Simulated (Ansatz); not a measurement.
# C2H9BFGaSeSi: up Jacob's ladder to CCSD(T)

An exercise on one series of results from a longer session: the logs are not shown, and one member is left open.

Method: functionals in def2-TZVPP, the program's frozen cores in correlated methods; program: Ansatz 0.2.0, Gaussian basis.

Plan: LDA (SPW92), PBE-D4, revPBE-D4, BLYP-D4, r2SCAN-D4, B97M-V, PBE0-D4, B3LYP-D4, r2SCANh-D4, r2SCAN0-D4, HSE06-D4, BHLYP-D4, CAM-B3LYP-D4, LC-ωPBE, ωB97X-V, ωB97M-V, B2PLYP, PBE-QIDH; CCSD(T)/def2-SVP; CCSD(T)/def2-TZVPP; MP2/def2-QZVPP; extrapolation to the limit; RPA on PBE.

### The geometry

All runs share one geometry, relaxed beforehand with PBE0-D4 in a triple-zeta def2 set.

16 atoms, charge 0, spin multiplicity 1.

Atoms are counted from 1 here; the program's logs count them from 0.

Bond lengths: B1–C2 1.596 Å, B1–Se6 2.138 Å, B1–H8 1.203 Å, B1–H9 1.200 Å, C2–F3 1.333 Å, C2–C4 1.362 Å, C4–Ga5 2.294 Å, C4–H10 1.082 Å, C4–H11 1.085 Å, Ga5–Se6 2.504 Å, Ga5–H12 1.559 Å, Ga5–H13 1.562 Å, Se6–Si7 2.296 Å, Si7–H14 1.482 Å, Si7–H15 1.479 Å, Si7–H16 1.483 Å. Angles: C2–B1–Se6 101.9°, C2–B1–H8 111.9°, C2–B1–H9 114.0°, Se6–B1–H8 102.6°, Se6–B1–H9 108.1°, H8–B1–H9 116.4°, B1–C2–F3 116.7°, B1–C2–C4 127.6°, F3–C2–C4 115.5°, C2–C4–Ga5 85.4°, C2–C4–H10 117.9°, C2–C4–H11 120.7°, Ga5–C4–H10 96.1°, Ga5–C4–H11 104.6°, H10–C4–H11 118.7°, C4–Ga5–Se6 97.1°, C4–Ga5–H12 99.8°, C4–Ga5–H13 105.9° and more.

The first run:

The input, in.yaml:

```yaml
crystal:
  periodic: [false, false, false]
  atoms:
    - {symbol: B, position_ang: [-0.562287, -1.559930, -0.327542]}
    - {symbol: C, position_ang: [0.736131, -0.822225, -0.889558]}
    - {symbol: F, position_ang: [1.815383, -0.830286, -0.106930]}
    - {symbol: C, position_ang: [0.842843, -0.079806, -2.026957]}
    - {symbol: Ga, position_ang: [-0.226455, 1.564123, -0.835951]}
    - {symbol: Se, position_ang: [-1.624860, 0.053295, 0.589103]}
    - {symbol: Si, position_ang: [-0.413815, 0.301414, 2.524172]}
    - {symbol: H, position_ang: [-1.305502, -1.895935, -1.211655]}
    - {symbol: H, position_ang: [-0.330178, -2.381306, 0.516017]}
    - {symbol: H, position_ang: [0.074701, -0.194735, -2.780981]}
    - {symbol: H, position_ang: [1.791809, 0.363011, -2.312227]}
    - {symbol: H, position_ang: [-1.106719, 2.181071, -1.965550]}
    - {symbol: H, position_ang: [0.872495, 2.234208, 0.048540]}
    - {symbol: H, position_ang: [-0.840916, -0.778503, 3.445104]}
    - {symbol: H, position_ang: [1.036378, 0.216289, 2.246153]}
    - {symbol: H, position_ang: [-0.759006, 1.629326, 3.088283]}
basis:
  gaussian: {orbitals: def2-TZVPP}
hamiltonian: {xc: lda}
output: {orbitals: {seedname: orbitals}}
```

Started as:

```sh
$ ansatz run in.yaml --threads 2 --pin off --events-out ev --progress --plain --max-ram 32768MiB --backend cuda --devices 0, --max-vram 18GiB
```

Among the steps run: LDA; PBE-D4 (GGA); revPBE-D4 (GGA); BLYP-D4 (GGA); r2SCAN-D4 (meta-GGA); B97M-V (meta-GGA); B3LYP-D4 (hybrid); r2SCANh-D4 (hybrid); r2SCAN0-D4 (hybrid); HSE06-D4 (hybrid); BHLYP-D4 (hybrid); CAM-B3LYP-D4 (range-separated); LC-ωPBE (range-separated); ωB97X-V (range-separated); ωB97M-V (range-separated); B2PLYP (double hybrid); PBE-QIDH (double hybrid).

One of the session's tables, all rows but one given; the rest of the session is left out.

It belongs to the step «Frontier levels by functional». 

| functional | HOMO (eV) | LUMO (eV) | gap (eV) |
| --- | --- | --- | --- |
| LDA (SPW92) | -6.91 | -2.92 | 3.98 |
| PBE-D4 | -6.76 | -2.68 | 4.09 |
| revPBE-D4 | -6.71 | -2.58 | 4.13 |
| BLYP-D4 | -6.60 | -2.54 | 4.06 |
| r2SCAN-D4 | ? | ? | ? |
| B97M-V | -7.13 | -2.55 | 4.58 |
| PBE0-D4 | -7.85 | -1.80 | 6.05 |
| B3LYP-D4 | -7.63 | -2.01 | 5.62 |
| r2SCANh-D4 | -7.42 | -2.20 | 5.22 |
| r2SCAN0-D4 | -8.02 | -1.71 | 6.31 |
| HSE06-D4 | -7.46 | -2.17 | 5.29 |
| BHLYP-D4 | -8.79 | -0.79 | 8.00 |
| CAM-B3LYP-D4 | -9.06 | -0.73 | 8.33 |
| LC-ωPBE | -10.35 | 0.36 | 10.71 |
| ωB97X-V | -10.03 | 0.29 | 10.32 |
| ωB97M-V | -9.89 | 0.16 | 10.05 |

**Question.** Estimate the row for r2SCAN-D4.

Worked estimate for «HOMO (eV)». Against the share of exact exchange, r2SCANh-D4 (0.1, -7.42), r2SCAN0-D4 (0.25, -8.02) give a slope of -4.00 per unit share; at 0 the line stands at -7.02.

The run gave: HOMO (eV): -7.02; LUMO (eV): -2.52; gap (eV): 4.50. In «HOMO (eV)» the line misses by 0.00.
